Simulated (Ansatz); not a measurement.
# AlH₆OPSi: one species, many methods

One table from this session's results is given with a row withheld; the runs are named, their logs left out.

Program: Ansatz 0.2.0, Gaussian basis. Level of theory: functionals in def2-TZVPP, the program's frozen cores in correlated methods. These are calculated values, not measurements.

Plan: LDA (SPW92), PBE-D4, revPBE-D4, BLYP-D4, r2SCAN-D4, B97M-V, PBE0-D4, B3LYP-D4, r2SCANh-D4, r2SCAN0-D4, HSE06-D4, BHLYP-D4, CAM-B3LYP-D4, LC-ωPBE, ωB97X-V, ωB97M-V, B2PLYP, PBE-QIDH; CCSD(T)/def2-SVP; CCSD(T)/def2-TZVPP; MP2/def2-QZVPP; extrapolation to the limit; RPA on PBE.

## Structure used throughout

All runs share one geometry, relaxed beforehand with PBE0-D4 in a triple-zeta def2 set.

10 atoms, charge 0, spin multiplicity 1.

Atoms are counted from 1 here; the program's logs count them from 0.

Bond lengths: O1–Al2 1.698 Å, O1–H5 0.956 Å, Al2–Si3 2.436 Å, Al2–H6 1.590 Å, Si3–P4 2.276 Å, Si3–H7 1.490 Å, Si3–H8 1.492 Å, P4–H9 1.422 Å, P4–H10 1.422 Å. Angles: Al2–O1–H5 123.4°, O1–Al2–Si3 115.7°, O1–Al2–H6 119.3°, Si3–Al2–H6 124.8°, Al2–Si3–P4 110.2°, Al2–Si3–H7 114.2°, Al2–Si3–H8 113.0°, P4–Si3–H7 106.0°, P4–Si3–H8 105.3°, H7–Si3–H8 107.5°, Si3–P4–H9 94.8°, Si3–P4–H10 94.8°, H9–P4–H10 93.2°.

Set-up of the first run:

Input file in.yaml:

```yaml
crystal:
  periodic: [false, false, false]
  atoms:
    - {symbol: O, position_ang: [-2.073745, 0.924719, -1.106212]}
    - {symbol: Al, position_ang: [-0.671245, 1.269803, -0.212529]}
    - {symbol: Si, position_ang: [1.170344, -0.300242, -0.490783]}
    - {symbol: P, position_ang: [1.049424, -1.941711, 1.081500]}
    - {symbol: H, position_ang: [-2.884713, 1.425228, -1.027859]}
    - {symbol: H, position_ang: [-0.682742, 2.481789, 0.817047]}
    - {symbol: H, position_ang: [1.187945, -0.995252, -1.808375]}
    - {symbol: H, position_ang: [2.508715, 0.330186, -0.299232]}
    - {symbol: H, position_ang: [-0.335618, -2.194570, 0.884075]}
    - {symbol: H, position_ang: [0.814834, -1.051149, 2.165369]}
basis:
  gaussian: {orbitals: def2-TZVPP}
hamiltonian: {xc: lda}
output: {orbitals: {seedname: orbitals}}
```

On the command line:

```
$ ansatz run in.yaml --threads 2 --pin off --events-out ev --progress --plain --max-ram 4352MiB
```

Steps of the session up to this table: LDA; PBE-D4 (GGA); revPBE-D4 (GGA); BLYP-D4 (GGA); r2SCAN-D4 (meta-GGA); B97M-V (meta-GGA); B3LYP-D4 (hybrid); r2SCANh-D4 (hybrid); r2SCAN0-D4 (hybrid); HSE06-D4 (hybrid); BHLYP-D4 (hybrid); CAM-B3LYP-D4 (range-separated); LC-ωPBE (range-separated); ωB97X-V (range-separated); ωB97M-V (range-separated); B2PLYP (double hybrid); PBE-QIDH (double hybrid).

One of the session's tables, all rows but one given; the rest of the session is left out.

It belongs to the step «Frontier levels by functional». 

| functional | HOMO (eV) | LUMO (eV) | gap (eV) |
| --- | --- | --- | --- |
| LDA (SPW92) | -6.00 | -2.44 | 3.56 |
| PBE-D4 | -5.93 | -2.23 | 3.70 |
| revPBE-D4 | -5.89 | -2.13 | 3.76 |
| BLYP-D4 | ? | ? | ? |
| r2SCAN-D4 | -6.14 | -2.02 | 4.12 |
| B97M-V | -6.24 | -2.18 | 4.07 |
| PBE0-D4 | -6.94 | -1.52 | 5.42 |
| B3LYP-D4 | -6.74 | -1.68 | 5.07 |
| r2SCANh-D4 | -6.51 | -1.77 | 4.74 |
| r2SCAN0-D4 | -7.07 | -1.40 | 5.67 |
| HSE06-D4 | -6.55 | -1.88 | 4.67 |
| BHLYP-D4 | -7.83 | -0.73 | 7.10 |
| CAM-B3LYP-D4 | -8.13 | -0.56 | 7.57 |
| LC-ωPBE | -9.40 | 0.46 | 9.86 |
| ωB97X-V | -9.09 | 0.36 | 9.45 |
| ωB97M-V | -8.87 | 0.12 | 8.99 |

Q: Estimate the row for BLYP-D4 from the others.

Worked estimate for «HOMO (eV)». Against the share of exact exchange, B3LYP-D4 (0.2, -6.74), BHLYP-D4 (0.5, -7.83) give a slope of -3.63 per unit share; at 0 the line stands at -6.01.

As computed: HOMO (eV): -5.77; LUMO (eV): -2.07; gap (eV): 3.70. In «HOMO (eV)» the line misses by -0.24.
